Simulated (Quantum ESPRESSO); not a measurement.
Write the native input for Quantum ESPRESSO 7.5 that does the following.

```
Task                : single point
Functional          : PBE
Potentials or basis : SSSP 1.3 efficiency PBE
Cutoff              : 816 eV
Density cutoff      : 5987 eV
k mesh              : 7 × 7 × 4
Occupations         : fermi-dirac, width 0.05 eV
Spin                : no spin polarisation
Mixing beta         : 0.5
Most SCF iterations : 120
SCF threshold       : 1.2e-09 Ry
```

Crystal: HfOsW.

```
Hf Os W
1.0
     3.80755    0.00000    0.00000
     0.00000    3.80755    0.00000
     0.00000    0.00000    6.55746
Hf Os W
2 2 2
Cartesian
  1.9038 1.9038 0.0000
  0.0000 0.0000 0.0000
  1.9038 0.0000 4.1951
  0.0000 1.9038 2.3623
  1.9038 0.0000 1.6001
  0.0000 1.9038 4.9574
```

The cell was built by a generator and needn't be a form met in nature.

One way to write it, as run:

pw.in

```
&CONTROL
  calculation = 'scf'
  prefix = 'pwscf'
  outdir = './tmp'
  pseudo_dir = './pseudo'
  tprnfor = .true.
  tstress = .true.
  disk_io = 'low'
/
&SYSTEM
  ibrav = 0
  nat = 6
  ntyp = 3
  ecutwfc = 60
  ecutrho = 440
  nbnd = 55
  occupations = 'smearing'
  smearing = 'fd'
  degauss = 0.00367493
/
&ELECTRONS
  conv_thr = 1.2d-09
  electron_maxstep = 120
  mixing_beta = 0.5
/
ATOMIC_SPECIES
Hf   178.4900 Hf-sp.oncvpsp.upf
Os   190.2300 Os_pbe_v1.2.uspp.F.UPF
W    183.8400 W_pbe_v1.2.uspp.F.UPF
CELL_PARAMETERS angstrom
   3.8075465100    0.0000000000    0.0000000000
   0.0000000000    3.8075465100    0.0000000000
   0.0000000000    0.0000000000    6.5574625200
ATOMIC_POSITIONS crystal
Hf     0.5000000000    0.5000000000    0.0000000000
Hf     0.0000000000    0.0000000000    0.0000000000
Os     0.5000000000    0.0000000000    0.6397475600
Os     0.0000000000    0.5000000000    0.3602524400
W      0.5000000000    0.0000000000    0.2440061300
W      0.0000000000    0.5000000000    0.7559938700
K_POINTS automatic
7 7 4 0 0 0
```

pp_density.in

```
&INPUTPP
  prefix = 'pwscf'
  outdir = './tmp'
  filplot = 'density.dat'
  plot_num = 0
/
&PLOT
  nfile = 1
  filepp(1) = 'density.dat'
  iflag = 3
  output_format = 6
  fileout = 'density.cube'
/
```

pp_potential.in

```
&INPUTPP
  prefix = 'pwscf'
  outdir = './tmp'
  filplot = 'potential.dat'
  plot_num = 11
/
&PLOT
  nfile = 1
  filepp(1) = 'potential.dat'
  iflag = 3
  output_format = 6
  fileout = 'potential.cube'
/
```

Potentials or basis: SSSP 1.3 efficiency PBE.

Run with:

```console
$ OMP_NUM_THREADS=1 pw.x -in pw.in > pw.out
$ OMP_NUM_THREADS=1 pp.x -in pp_density.in > pp_density.out
$ OMP_NUM_THREADS=1 pp.x -in pp_potential.in > pp_potential.out
```

Results of the run:

The pressure is 42.6 GPa. The largest force is 9.310 eV/Å. The band gap on the k mesh is none (metal or under the smearing width).

Caveat: a pressure of tens of GPa on the cell as given is suspect, and the run, the potentials or the cell itself is likely at fault; forces of over 1 eV/Å show positions far from the minimum, so gaps and moduli don't describe the material at rest.

Run time: 3.5 min on 1 thread of Intel(R) Xeon(R) Platinum 8488C (Sapphire Rapids), with other jobs on the host, peak memory 1.1 GiB.
